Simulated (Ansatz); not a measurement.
# AlH₉N₂Si: search for a transition state

Wanted: the transition state of a four-centre ligand exchange (form Al1–H6, Si2–H5 and break Al1–Si2, H5–H6). The guess is relaxed with those distances held, a saddle search follows, and vibrations and two downhill relaxations check it.

Program: Ansatz 0.2.0, Gaussian basis. Level of theory: PBE0-D4, def2-SVP first, then def2-TZVP. These are calculated values, not measurements.

31 further runs of the same task are left out: 31 set aside as unsound or not needed.

### 1 The starting structure

The guess: 13 atoms, charge 0, spin multiplicity 1.

Atoms are counted from 1 here; the program's logs count them from 0.

Bond lengths: Al1–Si2 2.708 Å, Al1–N3 1.775 Å, Al1–N4 1.775 Å, Al1–H5 1.722 Å, Si2–H7 1.488 Å, Si2–H8 1.482 Å, Si2–H9 1.474 Å, N3–H10 1.013 Å, N3–H11 1.012 Å, N4–H12 1.013 Å, N4–H13 1.012 Å. Angles: Si2–Al1–N3 117.8°, Si2–Al1–N4 117.8°, Si2–Al1–H5 43.5°, N3–Al1–N4 122.2°, N3–Al1–H5 113.5°, N4–Al1–H5 116.9°, Al1–Si2–H7 115.0°, Al1–Si2–H8 113.3°, Al1–Si2–H9 119.0°, H7–Si2–H8 102.3°, H7–Si2–H9 102.4°, H8–Si2–H9 102.6°, Al1–N3–H10 126.9°, Al1–N3–H11 124.4°, H10–N3–H11 108.4°, Al1–N4–H12 126.4°, Al1–N4–H13 125.0°, H12–N4–H13 108.5°.

As a file:

```mol
AlH9N2Si
  3D, bonds by distance, orders not assigned

 13 11  0  0  0  0  0  0  0  0999 V2000
   -0.5237   -0.3173   -0.2746 Al  0  0
    1.8171    0.4740    0.8331 Si  0  0
   -1.8109   -0.8678    0.8174 N   0  0
   -0.5342   -0.6846   -2.0111 N   0  0
    0.1910    1.1751    0.2030 H   0  0
   -0.6064    1.6771   -0.0654 H   0  0
    2.5434    1.5323    0.0813 H   0  0
    1.6538    1.0914    2.1706 H   0  0
    2.8718   -0.5291    1.0677 H   0  0
   -2.6823   -1.3125    0.5556 H   0  0
   -1.8313   -0.6878    1.8135 H   0  0
   -1.2972   -1.0978   -2.5332 H   0  0
    0.2090   -0.4529   -2.6580 H   0  0
  1  2  8  0
  1  3  8  0
  1  4  8  0
  1  5  8  0
  2  7  8  0
  2  8  8  0
  2  9  8  0
  3 10  8  0
  3 11  8  0
  4 12  8  0
  4 13  8  0
M  END
```

Distances that are to change: Al1–H6 2.01 Å, Si2–H5 1.88 Å, Al1–Si2 2.71 Å, H5–H6 0.98 Å.

### 2 Relaxing the guess with the reacting distances held

File hold/in.yaml:

```yaml
crystal:
  periodic: [false, false, false]
  atoms:
    - {symbol: Al, position_ang: [-0.523700, -0.317300, -0.274600]}
    - {symbol: Si, position_ang: [1.817100, 0.474000, 0.833100]}
    - {symbol: N, position_ang: [-1.810900, -0.867800, 0.817400]}
    - {symbol: N, position_ang: [-0.534200, -0.684600, -2.011100]}
    - {symbol: H, position_ang: [0.191000, 1.175100, 0.203000]}
    - {symbol: H, position_ang: [-0.606400, 1.677100, -0.065400]}
    - {symbol: H, position_ang: [2.543400, 1.532300, 0.081300]}
    - {symbol: H, position_ang: [1.653800, 1.091400, 2.170600]}
    - {symbol: H, position_ang: [2.871800, -0.529100, 1.067700]}
    - {symbol: H, position_ang: [-2.682300, -1.312500, 0.555600]}
    - {symbol: H, position_ang: [-1.831300, -0.687800, 1.813500]}
    - {symbol: H, position_ang: [-1.297200, -1.097800, -2.533200]}
    - {symbol: H, position_ang: [0.209000, -0.452900, -2.658000]}
basis:
  gaussian: {orbitals: def2-SVP}
hamiltonian: {xc: pbe0, dispersion: d4}
relax: {f_tol: 0.08, max_steps: 120, escape_saddle: false, constraints: [{distance: [0, 5]}, {distance: [1, 4]}, {distance: [0, 1]}, {distance: [4, 5]}]}
```

No record of the launch command was kept for these runs.

The runs that follow: Saddle search in the small basis; Saddle search in triple zeta; Checking the order of the point; Relaxing after a step of 0.30 Å one way along the mode; Relaxing after a step of 0.30 Å the other way along the mode.

What does the calculation give? Wanted: imaginary mode; barrier from the start side; barrier from the end side; energy of the step; pairs that change; zero-point energy at the saddle.

The runs gave:

```
                       quantity                                                       value
                 imaginary mode                                                  1158i cm⁻¹
    barrier from the start side                                               33.4 kcal/mol
      barrier from the end side                                               36.8 kcal/mol
             energy of the step                                               -3.3 kcal/mol
              pairs that change  Al1–H6 formed, Si2–H5 formed, Al1–Si2 broken, H5–H6 broken
zero-point energy at the saddle                                                    2.401 eV
```

In words: One imaginary mode, 1158i cm⁻¹, makes this a first-order saddle. It joins the planned start and end. At PBE0-D4/def2-TZVP the electronic barrier is 33.4 kcal/mol, about 56 kT at 298 K, and the step runs 3.3 kcal/mol downhill. With so stiff a mode tunnelling counts: Wigner's rough correction is a factor of 2.3 at 298 K. Lower complexes than these ends may exist.
